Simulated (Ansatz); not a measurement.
# LaB6 (CaB6 type): how the settings move a single-point run

How sensitive is a single-point run of LaB6 (CaB6 type) to its settings? A reference run comes first, then five runs with altered input.

Computed with Ansatz 0.2.0 (reference: DFT r2SCAN, scalar-relativistic, plane waves, PAW, unless a step's input says otherwise).

1 further run of the same task is left out (it didn't finish).

### Step 1. Starting point

It takes space group Pm-3m (No. 221, cubic). The conventional cell has a = 4.152 Å, b = 4.152 Å, c = 4.152 Å, α = 90.00°, β = 90.00°, γ = 90.00°. La (site symmetry m-3m) has 24 B at 3.05 Å as nearest neighbours. Around B (site symmetry 4mm) lie 5 B at 1.66 to 1.76 Å.

Structure file:

```
CELL_PARAMETERS angstrom
4.15234 0.00000 0.00000
0.00000 4.15234 0.00000
0.00000 0.00000 4.15234
ATOMIC_POSITIONS crystal
La 0.00000 0.00000 0.00000
B 0.20008 0.50000 0.50000
B 0.79992 0.50000 0.50000
B 0.50000 0.50000 0.20008
B 0.50000 0.50000 0.79992
B 0.50000 0.20008 0.50000
B 0.50000 0.79992 0.50000
```

### Step 2. Baseline

input.yaml reads:

```yaml
crystal:
  lattice:
    - [4.1523441329, 0.0, 0.0]
    - [0.0, 4.1523441329, 0.0]
    - [0.0, 0.0, 4.1523441329]
  atoms:
    - { symbol: La, position: [0.0, 0.0, 0.0] }
    - { symbol: B, position: [0.2000751123, 0.5, 0.5] }
    - { symbol: B, position: [0.7999248877, 0.5, 0.5] }
    - { symbol: B, position: [0.5, 0.5, 0.2000751123] }
    - { symbol: B, position: [0.5, 0.5, 0.7999248877] }
    - { symbol: B, position: [0.5, 0.2000751123, 0.5] }
    - { symbol: B, position: [0.5, 0.7999248877, 0.5] }
basis:
  ecutwfc: 500
  ecutrho_ratio: 4
kpoints:
  mp_grid: { grid: [8, 8, 8] }
  band_path:
    path:
      - [[0.0, 0.0, 0.0], [0.0, 0.5, 0.0], [0.5, 0.5, 0.0], [0.0, 0.0, 0.0], [0.5, 0.5, 0.5], [0.0, 0.5, 0.0]]
      - [[0.5, 0.5, 0.5], [0.5, 0.5, 0.0]]
    npoints: 14
hamiltonian:
  xc: r2scan
scf:
  occupations: { method: gaussian, width: 0.05 }
  n_extra_bands: 20
output:
  forces: true
  stress: true
  eigenvalues: true
  populations: true
  hubbard: { sites: [{ species: La, l: f }] }
  dos: { projected: true, de: 0.02, nscf_kmesh: { grid: [12, 12, 12] } }
  bader: true
  write_density: true
  write_potential: true
  elf: true
  volumetric_format: npy
```

The run is started by

```
ansatz run input.yaml --threads 4 --pin off --max-ram 8192MiB --backend cpu --events-out ev --progress --plain --runs-dir out
```

### Step 3. Variant: dispersion d4, n_extra_bands 1

input.yaml reads:

```yaml
crystal:
  lattice:
    - [4.1523441329, 0.0, 0.0]
    - [0.0, 4.1523441329, 0.0]
    - [0.0, 0.0, 4.1523441329]
  atoms:
    - { symbol: La, position: [0.0, 0.0, 0.0] }
    - { symbol: B, position: [0.2000751123, 0.5, 0.5] }
    - { symbol: B, position: [0.7999248877, 0.5, 0.5] }
    - { symbol: B, position: [0.5, 0.5, 0.2000751123] }
    - { symbol: B, position: [0.5, 0.5, 0.7999248877] }
    - { symbol: B, position: [0.5, 0.2000751123, 0.5] }
    - { symbol: B, position: [0.5, 0.7999248877, 0.5] }
basis:
  ecutwfc: 500
  ecutrho_ratio: 4
kpoints:
  mp_grid: { grid: [8, 8, 8] }
hamiltonian:
  xc: r2scan
  dispersion: d4
scf:
  occupations: { method: gaussian, width: 0.05 }
  n_extra_bands: 1
output:
  forces: true
  stress: true
```

### Step 4. Changed: chi_scale 0.1, spin_polarized true

input.yaml reads:

```yaml
crystal:
  lattice:
    - [4.1523441329, 0.0, 0.0]
    - [0.0, 4.1523441329, 0.0]
    - [0.0, 0.0, 4.1523441329]
  atoms:
    - { symbol: La, position: [0.0, 0.0, 0.0] }
    - { symbol: B, position: [0.2000751123, 0.5, 0.5] }
    - { symbol: B, position: [0.7999248877, 0.5, 0.5] }
    - { symbol: B, position: [0.5, 0.5, 0.2000751123] }
    - { symbol: B, position: [0.5, 0.5, 0.7999248877] }
    - { symbol: B, position: [0.5, 0.2000751123, 0.5] }
    - { symbol: B, position: [0.5, 0.7999248877, 0.5] }
basis:
  ecutwfc: 500
  ecutrho_ratio: 4
kpoints:
  mp_grid: { grid: [8, 8, 8] }
hamiltonian:
  xc: r2scan
scf:
  occupations: { method: gaussian, width: 0.05 }
  initial_density: { chi_scale: 0.1 }
output:
  forces: true
  stress: true
magnetization:
  spin_polarized: true
```

### Step 5. Variant: ecutwfc 200 eV, mp_grid.grid [5, 5, 5]

input.yaml reads:

```yaml
crystal:
  lattice:
    - [4.1523441329, 0.0, 0.0]
    - [0.0, 4.1523441329, 0.0]
    - [0.0, 0.0, 4.1523441329]
  atoms:
    - { symbol: La, position: [0.0, 0.0, 0.0] }
    - { symbol: B, position: [0.2000751123, 0.5, 0.5] }
    - { symbol: B, position: [0.7999248877, 0.5, 0.5] }
    - { symbol: B, position: [0.5, 0.5, 0.2000751123] }
    - { symbol: B, position: [0.5, 0.5, 0.7999248877] }
    - { symbol: B, position: [0.5, 0.2000751123, 0.5] }
    - { symbol: B, position: [0.5, 0.7999248877, 0.5] }
basis:
  ecutwfc: "200 eV"
  ecutrho_ratio: 4
kpoints:
  mp_grid: { grid: [5, 5, 5] }
hamiltonian:
  xc: r2scan
scf:
  occupations: { method: gaussian, width: 0.05 }
output:
  forces: true
  stress: true
  write_density: true
  write_potential: true
  elf: true
  volumetric_format: npy
```

### Step 6. Changed: mp_grid.grid [12, 12, 12], occupations.method fermi_dirac, occupations.width 0.025, preconditioner ldos

input.yaml reads:

```yaml
crystal:
  lattice:
    - [4.1523441329, 0.0, 0.0]
    - [0.0, 4.1523441329, 0.0]
    - [0.0, 0.0, 4.1523441329]
  atoms:
    - { symbol: La, position: [0.0, 0.0, 0.0] }
    - { symbol: B, position: [0.2000751123, 0.5, 0.5] }
    - { symbol: B, position: [0.7999248877, 0.5, 0.5] }
    - { symbol: B, position: [0.5, 0.5, 0.2000751123] }
    - { symbol: B, position: [0.5, 0.5, 0.7999248877] }
    - { symbol: B, position: [0.5, 0.2000751123, 0.5] }
    - { symbol: B, position: [0.5, 0.7999248877, 0.5] }
basis:
  ecutwfc: 500
  ecutrho_ratio: 4
kpoints:
  mp_grid: { grid: [12, 12, 12] }
hamiltonian:
  xc: r2scan
scf:
  occupations: { method: fermi_dirac, width: 0.025 }
  mixing: { preconditioner: ldos }
output:
  forces: true
  stress: true
```

### Step 7. Variant: occupations.method cold, occupations.width 0.01, scf.algorithm density_mixing

input.yaml reads:

```yaml
crystal:
  lattice:
    - [4.1523441329, 0.0, 0.0]
    - [0.0, 4.1523441329, 0.0]
    - [0.0, 0.0, 4.1523441329]
  atoms:
    - { symbol: La, position: [0.0, 0.0, 0.0] }
    - { symbol: B, position: [0.2000751123, 0.5, 0.5] }
    - { symbol: B, position: [0.7999248877, 0.5, 0.5] }
    - { symbol: B, position: [0.5, 0.5, 0.2000751123] }
    - { symbol: B, position: [0.5, 0.5, 0.7999248877] }
    - { symbol: B, position: [0.5, 0.2000751123, 0.5] }
    - { symbol: B, position: [0.5, 0.7999248877, 0.5] }
basis:
  ecutwfc: 500
  ecutrho_ratio: 4
kpoints:
  mp_grid: { grid: [8, 8, 8] }
hamiltonian:
  xc: r2scan
scf:
  occupations: { method: cold, width: 0.01 }
  algorithm: density_mixing
output:
  forces: true
  stress: true
  write_density: true
  write_potential: true
  elf: true
  volumetric_format: npy
```

Q: Predict the outcome of this session. Wanted: for each run, ending; energy change; pressure; gap; force.

The runs gave:

```
                                                                                                       run     ending                                     energy change  pressure (GPa)  gap (eV)  force (eV/Å)  cycles    time
                                                                                                 reference  converged                                                 0             0.0      0.00          0.00       6    16 s
                                                                         1: dispersion d4, n_extra_bands 1  converged  -102.3 meV/atom (offset of the dispersion model)            -1.6      0.00          0.01       6     2 s
                                                                     2: chi_scale 0.1, spin_polarized true  converged                                      0.0 meV/atom             0.0      0.00          0.00      11   3.6 s
                                                                 3: ecutwfc 200 eV, mp_grid.grid [5, 5, 5]  converged                                   +550.5 meV/atom             6.1      0.00          0.22       6  0.54 s
4: mp_grid.grid [12, 12, 12], occupations.method fermi_dirac, occupations.width 0.025, preconditioner ldos  converged                               +1.0 meV/atom (σ→0)             0.0      0.00          0.02       7   4.8 s
                          5: occupations.method cold, occupations.width 0.01, scf.algorithm density_mixing  converged                                0.0 meV/atom (σ→0)             0.0      0.00          0.00       6   2.7 s
```

Times don't compare one to one where runs were asked for different outputs or read a saved state (see the inputs); cycles may leave out searches for a lower state.

Residual by cycle in the longest SCF loop of each run; runs are numbered as in the table. The quantity is the density residual dr2, in eV.

```
cycle  reference   run 1    run 2   run 3   run 4   run 5
    1     0.0974   0.097     6.84   0.151  0.0972  0.0969
    2     0.0115  0.0164     4.16  0.0372  0.0202  0.0149
    3     5.5e-4  4.3e-4    0.298  3.3e-4  5.6e-4  4.6e-4
    4     4.9e-5  6.4e-5    0.051  2.2e-5  1.9e-4  5.7e-5
    5     1.5e-6  5.8e-6  0.00694  1.4e-6  5.9e-6  5.3e-6
    6     6.6e-8  4.5e-8  0.00114  4.7e-8  3.0e-7  3.0e-8
    7          -       -   1.9e-4       -  1.1e-8       -
    8          -       -   2.7e-5       -       -       -
    9          -       -   4.8e-6       -       -       -
   10          -       -   2.0e-7       -       -       -
   11          -       -   2.1e-9       -       -       -
```

What this shows: Run 3 ran under the cutoff that the potentials recommend, as the log warns, so basis error is mixed into its values.
